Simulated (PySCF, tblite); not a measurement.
# C10H13N: excited states

What do calculations give for the excited states of C10H13N (`CN(C)C1=C/C=C\C=C/C=C\1`)?

Computed with tblite 0.8.0 and PySCF 2.14.0 and routines of our own; the level stands in each step. Atoms count from 0.

## Step 1: The starting structure

24 atoms, charge 0, multiplicity 1; geometry from: force field or distance geometry start.

## Step 2: Relaxing the molecule with GFN2-xTB

Job settings and geometry (Å):

```
{"job": {"kind": "relax", "xc": "GFN2-xTB", "basis": "xTB"}, "charge": 0, "multiplicity": 1}
C     -2.392200    -1.124700     0.570500
N     -1.760800     0.121500     0.118300
C     -2.561800     1.317300     0.291600
C     -0.430900     0.153900    -0.360400
C      0.283200     1.286000    -0.464800
C      1.620000     1.471600    -0.994000
C      2.749200     0.891900    -0.551100
C      2.857000    -0.072500     0.527400
C      2.190400    -1.242600     0.603000
C      1.240000    -1.741800    -0.368000
C      0.121200    -1.134300    -0.795800
H     -2.774900    -1.688000    -0.289800
H     -3.255500    -0.920600     1.244000
H     -1.702100    -1.751600     1.136400
H     -3.640400     1.089800     0.370600
H     -2.277600     1.862400     1.205400
H     -2.466500     1.988300    -0.573600
H     -0.173700     2.223400    -0.180200
H      1.706700     2.227500    -1.767300
H      3.702400     1.188400    -0.982300
H      3.580500     0.164300     1.295800
H      2.398400    -1.908100     1.431500
H      1.478500    -2.722000    -0.750000
H     -0.502700    -1.660400    -1.521200
```

On the command line:

```console
OMP_NUM_THREADS=1 python excited_run.py task.json out
```

One launch serves the whole session: the jobs run in the order shown.

Log:

```text
step      E/eV     max force
  0    -839.69113    1.427
  1    -839.73662    1.225
  2    -839.77259    0.361
  3    -839.79246    0.265
  4    -839.81199    0.357
  5    -839.82211    0.273
  6    -839.83158    0.203
  7    -839.83683    0.207
  8    -839.84079    0.128
  9    -839.84416    0.131
 10    -839.84734    0.120
 11    -839.84991    0.117
 12    -839.85184    0.102
 13    -839.85335    0.088
 14    -839.85463    0.077
 15    -839.85566    0.077
 16    -839.85645    0.061
 17    -839.85711    0.063
 18    -839.85772    0.074
 19    -839.85830    0.052
 20    -839.85876    0.055
 21    -839.85915    0.044
 22    -839.85960    0.048
 23    -839.86014    0.061
 24    -839.86061    0.047
 25    -839.86094    0.045
 26    -839.86124    0.040
 27    -839.86168    0.062
 28    -839.86236    0.087
 29    -839.86322    0.088
 30    -839.86405    0.065
 31    -839.86476    0.061
 32    -839.86550    0.068
 33    -839.86624    0.076
 34    -839.86680    0.052
 35    -839.86714    0.042
 36    -839.86742    0.052
 37    -839.86778    0.056
 38    -839.86825    0.051
 39    -839.86874    0.049
 40    -839.86924    0.043
 41    -839.86981    0.059
 42    -839.87058    0.074
 43    -839.87151    0.081
 44    -839.87245    0.061
 45    -839.87328    0.061
 46    -839.87400    0.055
 47    -839.87449    0.070
 48    -839.87482    0.067
 49    -839.87529    0.049
 50    -839.87581    0.048
 51    -839.87635    0.058
 52    -839.87727    0.064
 53    -839.87840    0.071
 54    -839.87977    0.070
 55    -839.88120    0.068
 56    -839.87912    0.288
 57    -839.88336    0.079
 58    -839.88429    0.066
 59    -839.88635    0.168
 60    -839.88746    0.073
 61    -839.88827    0.061
 62    -839.89054    0.067
 63    -839.89127    0.072
 64    -839.89242    0.069
 65    -839.89377    0.063
 66    -839.89510    0.075
 67    -839.89611    0.070
 68    -839.89702    0.061
 69    -839.89770    0.052
 70    -839.89796    0.149
 71    -839.89892    0.079
 72    -839.89993    0.050
 73    -839.90204    0.064
 74    -839.90358    0.107
 75    -839.90455    0.071
 76    -839.90649    0.068
 77    -839.90840    0.074
 78    -839.91076    0.100
 79    -839.91105    0.191
 80    -839.91335    0.085
 81    -839.91458    0.087
 82    -839.91634    0.105
 83    -839.91725    0.071
 84    -839.91799    0.047
 85    -839.91850    0.046
 86    -839.91890    0.037
 87    -839.91925    0.044
 88    -839.91963    0.045
 89    -839.92005    0.037
 90    -839.92022    0.027
 91    -839.92049    0.022
 92    -839.92070    0.025
 93    -839.92098    0.032
 94    -839.92125    0.035
 95    -839.92155    0.034
 96    -839.92186    0.039
 97    -839.92214    0.031
 98    -839.92234    0.023
 99    -839.92248    0.028
100    -839.92259    0.025
101    -839.92269    0.017
102    -839.92276    0.012
103    -839.92280    0.012
104    -839.92284    0.011
105    -839.92287    0.010
```

Run time: 1.1 s. Hardware: 1 thread of Arm Neoverse V1, shared host.

Step by step: (not every step is listed)

```
step  energy from step 0 (eV)  largest force (eV/Å)
   0                   0.0000                1.4266
   1                  -0.0455                1.2246
   2                  -0.0815                0.3613
   3                  -0.1013                0.2649
   4                  -0.1209                0.3565
   5                  -0.1310                0.2727
   6                  -0.1404                0.2031
   7                  -0.1457                0.2072
   8                  -0.1497                0.1281
  17                  -0.1660                0.0633
  26                  -0.1701                0.0396
  35                  -0.1760                0.0423
  44                  -0.1813                0.0608
  53                  -0.1873                0.0707
  62                  -0.1994                0.0666
  71                  -0.2078                0.0792
  80                  -0.2222                0.0853
  89                  -0.2289                0.0371
  98                  -0.2312                0.0234
 100                  -0.2315                0.0251
 101                  -0.2316                0.0173
 102                  -0.2316                0.0119
 103                  -0.2317                0.0116
 104                  -0.2317                0.0107
 105                  -0.2317                0.0101
```

Distances of close pairs at the start and the end, largest changes first:

```
  bond  before (Å)  after (Å)  change (Å)
 C0–N1       1.468      1.446      -0.023
 N1–C3       1.414      1.393      -0.021
 C7–C8       1.349      1.328      -0.021
C9–C10       1.343      1.325      -0.018
 C8–C9       1.448      1.466      +0.018
C2–H14       1.105      1.090      -0.016
C0–H12       1.114      1.099      -0.015
 C5–C6       1.344      1.331      -0.013
```

The end geometry stands in the next job.

## Step 3: Infrared spectrum with GFN2-xTB

Job settings and geometry (Å):

```
{"job": {"kind": "ir", "xc": "GFN2-xTB", "basis": "xTB"}, "charge": 0, "multiplicity": 1}
C     -2.263483    -1.116095     0.558999
N     -1.807146     0.063506    -0.141276
C     -2.499460     1.264179     0.258305
C     -0.454119     0.148341    -0.460217
C      0.221965     1.301647    -0.566915
C      1.603222     1.441120    -1.022281
C      2.677945     0.872114    -0.480557
C      2.681742    -0.036996     0.665225
C      2.009499    -1.179909     0.736745
C      1.201179    -1.720856    -0.359534
C      0.139471    -1.136428    -0.894533
H     -3.328921    -1.255577     0.367296
H     -2.112200    -1.032957     1.644114
H     -1.726313    -1.992972     0.205814
H     -3.556258     1.030223     0.382770
H     -2.121156     1.677651     1.202923
H     -2.405845     2.019327    -0.521090
H     -0.264474     2.246260    -0.365184
H      1.748815     2.171941    -1.812755
H      3.662376     1.136255    -0.851433
H      3.337396     0.253768     1.479140
H      2.115631    -1.823993     1.602347
H      1.523950    -2.689193    -0.728131
H     -0.395550    -1.621589    -1.703677
```

Log:

```text
mode    cm-1     km/mol
  1      57.9      0.42
  2      82.5      3.12
  3     146.6      0.63
  4     155.5      1.39
  5     179.7      2.53
  6     217.2      0.21
  7     225.2      8.46
  8     247.5      3.30
  9     265.1     11.84
 10     324.6      3.07
 11     347.5      2.79
 12     413.5      0.88
 13     439.2      1.22
 14     486.2      3.66
 15     547.0      6.83
 16     616.1      5.66
 17     650.9      0.82
 18     713.1     29.33
 19     734.5     31.00
 20     792.8      1.20
 21     803.1     15.27
 22     828.9      8.97
 23     881.2      1.84
 24     901.4      0.20
 25     913.7      3.24
 26     920.9      0.72
 27     953.6      3.27
 28     985.8      3.90
 29    1008.1      1.69
 30    1043.7      5.25
 31    1079.3      3.78
 32    1089.0      1.78
 33    1123.3     61.20
 34    1135.2     50.67
 35    1197.5      2.50
 36    1203.5      0.31
 37    1222.6      1.52
 38    1244.4      7.77
 39    1292.7      4.13
 40    1324.5     46.75
 41    1334.8     46.95
 42    1367.5     29.85
 43    1387.9     15.99
 44    1409.1      1.62
 45    1423.3      0.92
 46    1477.8      5.47
 47    1483.3      3.84
 48    1497.0      1.78
 49    1498.8     11.97
 50    1676.6    212.33
 51    1685.1     17.21
 52    1694.7      2.49
 53    1722.0      3.60
 54    2881.4     32.55
 55    2887.3     98.53
 56    2984.6     47.00
 57    2996.8     48.44
 58    3009.2     22.49
 59    3009.5     30.66
 60    3013.2     35.37
 61    3014.3     12.41
 62    3023.5    103.92
 63    3025.6    107.03
 64    3031.7     75.40
 65    3042.5     14.91
 66    3058.1     56.23
```

It took 1.3 s on 1 thread of Arm Neoverse V1, shared host.

The strongest bands and the atoms that carry them (share of the mass-weighted mode):

```
cm⁻¹  km/mol                                  atoms
1123    61.2  H12 22 %, H15 16 %, N1 11 %, H11 11 %
1135    50.7            C3 27 %, H14 12 %, H11 11 %
1677   212.3                       C3 48 %, C4 42 %
2887    98.5                     H15 77 %, H12 15 %
3024   103.9                     H19 73 %, H21 13 %
3026   107.0                     H23 65 %, H22 20 %
3032    75.4                     H21 52 %, H20 25 %
3058    56.2                               H17 92 %
```

## Step 4: Excited states: TDA CAM-B3LYP/def2-SVP

The job, as its differences from that of step 3:

```diff
@@ -1,2 +1,2 @@
-{"job": {"kind": "ir", "xc": "GFN2-xTB", "basis": "xTB"}, "charge": 0, "multiplicity": 1}
+{"job": {"kind": "states", "xc": "CAM-B3LYP", "basis": "def2-SVP", "tda": true, "soc": true, "nstates": 5, "ntriplets": 4, "nquad": 4}, "charge": 0, "multiplicity": 1}
 C     -2.263483    -1.116095     0.558999
```

Method: TDA CAM-B3LYP/def2-SVP excited states, vertical, gas phase, spin-orbit mean-field couplings.

Log:

```text
coarse grid: 19984 points
cycle   1  E = -442.8333377364  dE =  2.063e+00  |g| = 3.748e-01  |ddm| = 5.351e+00
cycle   2  E = -442.8559874594  dE = -2.265e-02  |g| = 2.951e-01  |ddm| = 8.858e-01
cycle   3  E = -442.8767699749  dE = -2.078e-02  |g| = 8.203e-02  |ddm| = 4.133e-01
cycle   4  E = -442.8781263083  dE = -1.356e-03  |g| = 4.332e-02  |ddm| = 1.394e-01
cycle   5  E = -442.8785883195  dE = -4.620e-04  |g| = 4.466e-03  |ddm| = 5.346e-02
cycle   6  E = -442.8785943463  dE = -6.027e-06  |g| = 1.844e-03  |ddm| = 8.600e-03
final grid: 192912 points
cycle   7  E = -442.9704561899  dE = -5.065e-05  |g| = 4.290e-03  |ddm| = 3.011e-02
cycle   8  E = -442.9704570867  dE = -8.968e-07  |g| = 4.125e-03  |ddm| = 9.641e-03
cycle   9  E = -442.9704610904  dE = -4.004e-06  |g| = 6.441e-04  |ddm| = 4.602e-03
cycle  10  E = -442.9704611818  dE = -9.146e-08  |g| = 2.526e-04  |ddm| = 8.519e-04
cycle  11  E = -442.9704611981  dE = -1.627e-08  |g| = 6.095e-05  |ddm| = 3.707e-04
cycle  12  E = -442.9704611993  dE = -1.209e-09  |g| = 2.569e-05  |ddm| = 1.041e-04
cycle  13  E = -442.9704611996  dE = -3.122e-10  |g| = 7.614e-06  |ddm| = 6.145e-05
converged SCF energy = -442.9704611996

Singlet excitations
state   eV       nm        f     d(h-e)  d(exc)  Lambda  PR(NTO)  |dmu|/D   mu/D   main configurations
  1   4.1495   298.8   0.03190   1.276   3.268   0.589   1.021    3.845    4.723   H->L 0.93
  2   5.4716   226.6   0.01508   0.677   3.319   0.705   1.797    2.135    3.364   H-1->L 0.61, H->L+1 0.19, H->L+2 0.12
  3   5.5572   223.1   0.06882   1.031   3.418   0.599   1.718    3.076    4.083   H->L+1 0.67, H-1->L 0.18
  4   6.0772   204.0   0.29781   1.036   3.332   0.670   1.496    2.686    3.487   H->L+2 0.74, H-1->L 0.09
  5   6.3371   195.6   0.05966   0.423   3.227   0.707   2.119                     H-2->L 0.52, H-1->L+1 0.31

Triplet excitations (Tamm-Dancoff)
state   eV     d(h-e)  d(exc)  Lambda  PR(NTO)   main configurations
  1   3.1521   0.473   2.774   0.613   1.242   H->L 0.71, H-1->L 0.10
  2   3.8450   0.219   2.506   0.724   1.844   H-1->L 0.56, H->L+2 0.17
  3   4.1148   0.091   2.358   0.675   2.013   H-2->L 0.47, H->L+1 0.22, H-1->L+1 0.16
  4   4.7438   0.118   2.198   0.687   3.297   H-3->L 0.23, H-2->L+1 0.18, H-1->L+2 0.15
S1 - T1 = 0.9974 eV

Spin-orbit couplings |<S|Hso|T>| (cm-1)
             T1       T2       T3       T4
S0        1.663    1.323    0.744    1.128
S1        0.417    0.850    0.478    0.540
S2        1.799    0.485    0.825    0.714
S3        1.254    0.452    0.540    0.443
S4        0.733    0.468    1.069    0.571
S5        0.983    0.915    0.696    0.036
T1 sublevels (cm-1): 0.000 0.000 0.000   radiative rates (1/s): 0.0603 0.0714 0.0232
```

Run time: 85 s. Hardware: 1 thread of Arm Neoverse V1, shared host; peak memory 1.1 GiB.

Key values:

```
  quantity    value
S1 less T1  1.00 eV
```

The fields below are evaluated on a grid from the run's orbitals.

Frontier orbitals at CAM-B3LYP/def2-SVP, with the share of their density that lies nearest to each atom:

```
orbital  energy (eV)                                           lies on
   HOMO        -6.54          N1 27 %; C4 26 %; C3, C6 about 10 % each
   LUMO         0.64  5 C atoms about 11 % each; C3, C6 about 8 % each
```

ELF in a plane through or near 9 of the atoms.

Ten even steps from '0' (0.00) to '9' (1.00):
```
0000000000000000000000000000
0000000000000000000000000000
0000000000000000000000000000
0000000000100000010000000000
0000000001442200698100000000
0000000002555510999414400000
0000001125627740999689970000
0000013347847751373499991000
0000012323644462155589950000
0000001320002775647500000000
0000123564102622824615640000
0006999227555686247559994000
0008999548374734026668983000
0006999456156598059992110000
0000331026741899049992000000
0000000015520598019991000000
0000000001100032001210000000
0000000000000000000000000000
0000000000000000000000000000
0000000000000000000000000000
```
The map spans 12.6 Å across and 10.2 Å up, centred on the molecule. Atoms in the plane (x, y in Å): N1 (1.8, -0.1), C3 (0.4, -0.2), C4 (-0.2, -1.4), C5 (-1.6, -1.6), C6 (-2.7, -1.0), H11 (3.3, 1.3), H13 (1.7, 2.0), H16 (2.4, -2.1), H19 (-3.7, -1.3).

On the surface of density 0.002 e/bohr³ the electrostatic potential runs, from the 1st to the 99th percentile, from -1.01 V near C4 to 0.68 V near H14.

## Step 5: Outcome

```
                                                                  quantity                  value
                                 strongest single infrared mode (GFN2-xTB)  1677 cm⁻¹, 212 km/mol
                                              zero-point energy (GFN2-xTB)         125.0 kcal/mol
                               S1 less T1 (step 4, TDA CAM-B3LYP/def2-SVP)                1.00 eV
potential on the surface of density 0.002 e/bohr³, 1st and 99th percentile     -1.01 V and 0.68 V
```

**Reading.** All 66 modes are real, so the xTB geometry is a minimum. The strongest single mode, at 1677 cm⁻¹, moves mainly C3 and C4. GFN2-xTB is a fitted tight-binding method: band positions and strengths are rough. Its intensities can rank the bands wrongly. In step 4, the number of triplets below S1 is 3, and the largest singlet-triplet spin-orbit coupling is S2–T1, 1.80 cm⁻¹.
